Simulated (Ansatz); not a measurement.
ScRu3:

```xyz
4
Lattice="-1.9493 1.9493 4.0223 1.9493 -1.9493 4.0223 1.9493 1.9493 -4.0223" Properties=species:S:1:pos:R:3 pbc="T T T"
Ru    0.0000    0.0000    4.0223
Ru    1.9493    0.0000    2.0111
Ru    0.0000    1.9493    2.0111
Sc    0.0000    0.0000    0.0000
```

The cell comes from a database or a generator and needn't be the stable form of this composition.

- Program: Ansatz 0.2.0
- Task: relaxation of cell and atoms
- Functional: r2SCAN
- Dispersion: D3(BJ)
- Potentials or basis: Ansatz PAW
- Cutoff: 500 eV (not typed: the program's choice for these potentials)
- k mesh: 10 × 10 × 10
- Occupations: fermi-dirac, width 0.05 eV
- Spin: no spin polarisation

At the start: volume 15.28 Å³/atom.

Where does the relaxation end?

It ends after 5 steps and the volume is 14.66 Å³/atom (-4.1 %); space group I4/mmm (No. 139, to 0.05 Å).

The path:
| step | energy change (eV) | largest force (eV/Å) | volume (Å³) |
| --- | --- | --- | --- |
| 1 | 0.0000 | 0.0000 | 61.13 |
| 2 | -0.0734 | 0.0000 | 58.87 |
| 3 | -0.0749 | 0.0000 | 58.61 |
| 4 | -0.0753 | 0.0000 | 58.65 |
| 5 | -0.0736 | 0.0000 | 58.65 |

Final structure:
```yaml
crystal:
  lattice:
    - [-1.91100, 1.91100, 4.01495]
    - [1.91100, -1.91100, 4.01495]
    - [1.91100, 1.91100, -4.01495]
  atoms:
    - { symbol: Ru, position: [0.50000, 0.50000, 0.00000] }
    - { symbol: Ru, position: [0.25000, 0.75000, 0.50000] }
    - { symbol: Ru, position: [0.75000, 0.25000, 0.50000] }
    - { symbol: Sc, position: [0.00000, 0.00000, 0.00000] }
```

Caveat: the plane-wave basis is chosen anew once the cell has moved, so the energies of steps on either side of that aren't comparable; pairwise dispersion overbinds metals, which lowers pressure and volume; the PAW data sets come from PBE, with cores solved anew for the run's functional, which leaves a small shift of forces and pressure; the dispersion damping was fitted for another functional or another form of the correction.
